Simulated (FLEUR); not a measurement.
# SnTe3: band structure with PBE

The system is SnTe3.

```
Te Sn
1.0
     0.00000    3.86122    3.86122
     3.86122    0.00000    3.86122
     3.86122    3.86122    0.00000
Te Sn
3 1
Direct
  0.50000 0.50000 0.50000
  0.75000 0.75000 0.75000
  0.25000 0.25000 0.25000
  0.00000 0.00000 0.00000
```

The cell comes from a database or a generator and needn't be the stable form of this composition.

```json
{
  "Program": "FLEUR MaX-R8.1 (later development tree)",
  "Task": "band structure",
  "Functional": "PBE",
  "Potentials or basis": "all-electron",
  "Basis": "FLAPW",
  "Kmax": "4.1 1/bohr",
  "k mesh": "6 × 6 × 6",
  "Occupations": "fermi-dirac, width 0.05 eV",
  "Spin": "no spin polarisation",
  "Gmax": "12.7 1/bohr",
  "Muffin-tin radii": "Te 2.66, Sn 2.66 bohr",
  "lmax": "Te 10, Sn 10",
  "lnonsphr": "Te 10, Sn 10",
  "Local orbitals a species": "Te 6, Sn 5",
  "Max iterations": "60",
  "Mixing factor": "0.05",
  "Mixer": "Anderson",
  "Mixer history": "15",
  "Density convergence": "1e-05 me/bohr^3"
}
```

```yaml
Band_gap_along_the_path: none (metal or under the smearing width)
Valence_electrons_inside_the_program's_atomic_spheres: Te 19.90, 20.00; Sn 20.06 (radii Te 2.66, Sn 2.66 bohr)
```

Levels at the corners of the path, in eV from the Fermi level:
| point | band 40 | band 41 | band 42 | band 43 | band 44 | band 45 | band 46 | band 47 | band 48 | band 49 |
| --- | --- | --- | --- | --- | --- | --- | --- | --- | --- | --- |
| Γ | -3.29 | -3.29 | -3.29 | -3.29 | -1.82 | -1.82 | -1.82 | 3.11 | 3.11 | 4.09 |
| X | -1.55 | -0.94 | -0.58 | -0.58 | 0.05 | 0.18 | 0.18 | 2.12 | 3.30 | 3.30 |
| W | -3.68 | -3.56 | -0.33 | -0.25 | 0.28 | 0.28 | 1.33 | 2.43 | 2.43 | 2.61 |
| K | -2.96 | -2.42 | -1.20 | -0.42 | -0.30 | 0.63 | 1.09 | 2.51 | 2.89 | 3.22 |
| Γ | -3.29 | -3.29 | -3.29 | -3.29 | -1.82 | -1.82 | -1.82 | 3.11 | 3.11 | 4.09 |
| L | -3.41 | -3.41 | -2.02 | -1.92 | 0.39 | 0.39 | 1.28 | 1.82 | 1.82 | 3.35 |
| U | -2.96 | -2.42 | -1.20 | -0.42 | -0.30 | 0.63 | 1.09 | 2.51 | 2.89 | 3.22 |
| W | -3.68 | -3.56 | -0.33 | -0.25 | 0.28 | 0.28 | 1.33 | 2.43 | 2.43 | 2.61 |
| L | -3.41 | -3.41 | -2.02 | -1.92 | 0.39 | 0.39 | 1.28 | 1.82 | 1.82 | 3.35 |
| K | -2.96 | -2.42 | -1.20 | -0.42 | -0.30 | 0.63 | 1.09 | 2.51 | 2.89 | 3.22 |
| U | -2.96 | -2.42 | -1.20 | -0.42 | -0.30 | 0.63 | 1.09 | 2.51 | 2.89 | 3.22 |
| X | -1.55 | -0.94 | -0.58 | -0.58 | 0.05 | 0.18 | 0.18 | 2.12 | 3.30 | 3.30 |

Core levels (eV from the Fermi level):
| atom | levels |
| --- | --- |
| 1 Te | 1s1/2 -31603.7, 2s1/2 -4841.7, 2p1/2 -4535.9, 2p3/2 -4261.4, 3s1/2 -960.4, 3p1/2 -834.7, 3p3/2 -783.6, 4s1/2 -160.2, 3d3/2 -561.9, 3d5/2 -551.2 |
| 2 Te | 1s1/2 -31603.1, 2s1/2 -4841.1, 2p1/2 -4535.4, 2p3/2 -4260.9, 3s1/2 -959.9, 3p1/2 -834.2, 3p3/2 -783.0, 4s1/2 -159.7, 3d3/2 -561.4, 3d5/2 -550.7 |
| 3 Te | 1s1/2 -31603.1, 2s1/2 -4841.1, 2p1/2 -4535.4, 2p3/2 -4260.9, 3s1/2 -959.9, 3p1/2 -834.2, 3p3/2 -783.0, 4s1/2 -159.7, 3d3/2 -561.4, 3d5/2 -550.7 |
| 4 Sn | 1s1/2 -28991.6, 2s1/2 -4372.0, 2p1/2 -4083.4, 2p3/2 -3852.8, 3s1/2 -840.4, 3p1/2 -723.2, 3p3/2 -681.1, 3d3/2 -474.0, 3d5/2 -465.3 |

It took 4 min on 1 thread of Arm Neoverse V2 (shared host), peak memory 0.11 GiB.

Caveat: spin-orbit coupling is left out, which moves the levels of the heavy elements.
